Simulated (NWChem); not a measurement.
**C3H5F (SMILES C=CCF): B3LYP/6-311+G(d,p) (density fitting)**

Aim: the electronic atomisation energy of C3H5F at B3LYP/6-311+G** (density fitting), from 4 runs. 

The results are computed with NWChem 7.3.0.

## Step 1: The molecule

C3H5F: 9 atoms, total charge 0, spin state singlet. SMILES: `C=CCF`. Geometry: relaxed at PBE0-D4/def2-TZVP. This is one conformer, not always the lowest.

Bond lengths: C1–C2 1.324 Å, C2–C3 1.486 Å, C3–F4 1.387 Å, C1–H5 1.084 Å, C1–H6 1.086 Å, C2–H7 1.087 Å, C3–H8 1.096 Å, C3–H9 1.094 Å. Some angles: C1–C2–C3 123.6°, C2–C3–F4 110.3°, C1–C2–H7 120.6°, C3–C2–H7 115.9°, C2–C1–H5 121.7°, C2–C1–H6 121.3°, C2–C3–H8 111.1°, C2–C3–H9 111.2°, F4–C3–H8 106.9°, F4–C3–H9 108.2°.

## Step 2: A single-point energy at B3LYP/6-311+G(d,p) (density fitting) (run 1)

The input, mymol.nw:

```
start mymol
memory 2200 mb

geometry units angstrom noautosym nocenter noautoz
 C    -0.578000    1.122500   -0.608000
 C     0.352500    0.215400   -0.353400
 C     0.200500   -0.852800    0.668500
 F     0.430500   -2.098200    0.102300
 H    -0.422500    1.909200   -1.336700
 H    -1.531700    1.114000   -0.089100
 H     1.299800    0.230700   -0.886500
 H     0.929800   -0.730800    1.477200
 H    -0.806800   -0.852300    1.094700
end

basis spherical bse
 * library 6-311+G**
end

basis "cd basis" spherical
 * library "dgauss a2 dft coulomb fitting"
end

dft
 xc b3lyp
 grid fine
 convergence energy 1e-08
 maxiter 100
 mulliken
 noprint "final vectors analysis"
end

task dft energy
```

Command:

```sh
nwchem mymol.nw > mymol.out
```

The program printed:

```text
[...]
          Wavefunction type:  closed shell.
          No. of atoms     :     9
          No. of electrons :    32
[...]
          Charge           :     0
          Spin multiplicity:     1
[...]
          AO basis - number of functions:   118
[...]
              XC Information
              --------------
                         B3LYP Method XC Potential
                     Hartree-Fock (Exact) Exchange  0.200
                        Slater Exchange Functional  0.800 local
                    Becke 1988 Exchange Functional  0.720 non-local
              Lee-Yang-Parr Correlation Functional  0.810
                  VWN I RPA Correlation Functional  0.190 local
[...]
 d= 0,ls=0.0,diis     1   -217.1437997517 -3.32D+02  7.96D-03  7.96D-01     2.7
[...]
 d= 0,ls=0.0,diis    10   -217.2138488560 -6.27D-09  3.34D-07  4.62D-09    19.6
         Total DFT energy =     -217.213848855991
      One electron energy =     -523.125265215542
           Coulomb energy =      219.949702152795
    Exchange-Corr. energy =      -28.618902339339
 Nuclear repulsion energy =      114.580616546095
[...]
      Total Density - Mulliken Population Analysis
     ---------------------------------------------
    Atom       Charge   Shell Charges
 -----------   ------   -------------------------------------------------------
    1 C    6     6.29   1.10  0.89  0.65  0.77  1.43  0.46  0.85  0.02  0.06  0.04
    2 C    6     5.95   1.10  0.89  0.65  0.77  1.46  0.45  0.80 -0.22 -0.00  0.06
    3 C    6     6.29   1.10  0.89  0.62  0.77  1.48  0.37  0.66  0.23  0.05  0.11
    4 F    9     9.19   1.08  0.92  1.18  1.09  2.34  0.88  1.69 -0.05  0.06  0.00
    5 H    1     0.86   0.28  0.48  0.08  0.03
    6 H    1     0.87   0.28  0.48  0.09  0.03
    7 H    1     0.85   0.28  0.48  0.07  0.03
    8 H    1     0.85   0.28  0.48  0.07  0.02
    9 H    1     0.86   0.28  0.48  0.08  0.02
[...]
```

Run time: 20 s. Hardware: 1 thread of AMD EPYC 9R14 (Zen 4), shared host; peak memory 0.12 GiB.

## Step 3: The C atom at the same level (run 2)

The input, m1.nw:

```
START m1
memory stack 880 mb heap 220 mb global 1100 mb
charge 0
GEOMETRY noautosym nocenter noautoz
C      0.000000     0.000000     0.000000
END
BASIS spherical bse
* library 6-311+G**
END
BASIS "cd basis" spherical
* library "dgauss a2 dft coulomb fitting"
END
DFT
xc b3lyp
mult 3
grid fine
convergence energy 1e-08
maxiter 100
mulliken
noprint "final vectors analysis"
END
TASK dft energy
```

Command:

```sh
nwchem m1.nw > m1.out
```

The program printed:

```text
[...]
          Wavefunction type:  spin polarized.
          No. of atoms     :     1
          No. of electrons :     6
[...]
          Charge           :     0
          Spin multiplicity:     3
[...]
          AO basis - number of functions:    22
[...]
              XC Information
              --------------
                         B3LYP Method XC Potential
                     Hartree-Fock (Exact) Exchange  0.200
                        Slater Exchange Functional  0.800 local
                    Becke 1988 Exchange Functional  0.720 non-local
              Lee-Yang-Parr Correlation Functional  0.810
                  VWN I RPA Correlation Functional  0.190 local
[...]
 d= 0,ls=0.0,diis     1    -37.8023436967 -3.78D+01  1.68D-02  1.02D-01     0.1
[...]
 d= 0,ls=0.0,diis     7    -37.8574170642 -5.62D-11  3.54D-08  8.26D-13     0.3
[...]
         Total DFT energy =      -37.857417064201
      One electron energy =      -50.474164244663
           Coulomb energy =       17.852383031391
    Exchange-Corr. energy =       -5.235635850929
 Nuclear repulsion energy =        0.000000000000
[...]
      Total Density - Mulliken Population Analysis
     ---------------------------------------------
    Atom       Charge   Shell Charges
 -----------   ------   -------------------------------------------------------
    1 C    6     6.00   1.11  0.88  0.42  1.05  0.86  0.94  0.67  0.02  0.05  0.00
     --------------------------------------------
      Spin Density - Mulliken Population Analysis
     --------------------------------------------
    Atom       Charge   Shell Charges
 -----------   ------   -------------------------------------------------------
    1 C    6     2.00  -0.00  0.00  0.42  0.06  0.86 -0.04  0.67 -0.02  0.05 -0.00
[...]
      <S2> =      2.0031 (Exact =     2.0000)
[...]
```

It took 0.82 s on 1 thread of AMD EPYC 9R14 (Zen 4), shared host; peak memory 0.11 GiB.

Run 3 isn't shown in full; the table further down has it.

## Step 4: The H atom (run 4)

The input, input.nw:

```
echo
start input
memory total 2200 mb
charge 0
geometry units angstrom noautosym nocenter noautoz
H      0.000000     0.000000     0.000000
end
basis spherical bse
* library 6-311+G**
end
basis "cd basis" spherical
* library "dgauss a2 dft coulomb fitting"
end
dft
xc b3lyp
mult 2
grid fine
convergence energy 1e-08
maxiter 100
mulliken
noprint "final vectors analysis"
end
task dft energy
```

Run the same way, it converges to -0.50227 Eh (log not shown).

## Step 5: Overview of the runs

```tsv
run	level	partner	energy (Eh)	wall time
1	B3LYP/6-311+G** (density fitting)	base	-217.213849	20 s
2	UB3LYP/6-311+G** (density fitting)	atoms	-37.857417	0.82 s
3	UB3LYP/6-311+G** (density fitting)	atoms	-99.761458	0.84 s
4	UB3LYP/6-311+G** (density fitting)	atoms	-0.502271	0.64 s
```

## Step 6: Summary of results

At B3LYP/6-311+G** (density fitting):

| quantity | value |
| --- | --- |
| H atom: total energy | -0.50227 Eh |
| H atom: ⟨S²⟩ | 0.750 |
| electronic atomisation energy | 37.247 eV |

**Reading.** Taking the molecule apart into free atoms costs 37.25 eV (3594 kJ/mol), before zero-point energy and without spin-orbit coupling. All runs together took 23 s, the longest 20 s.
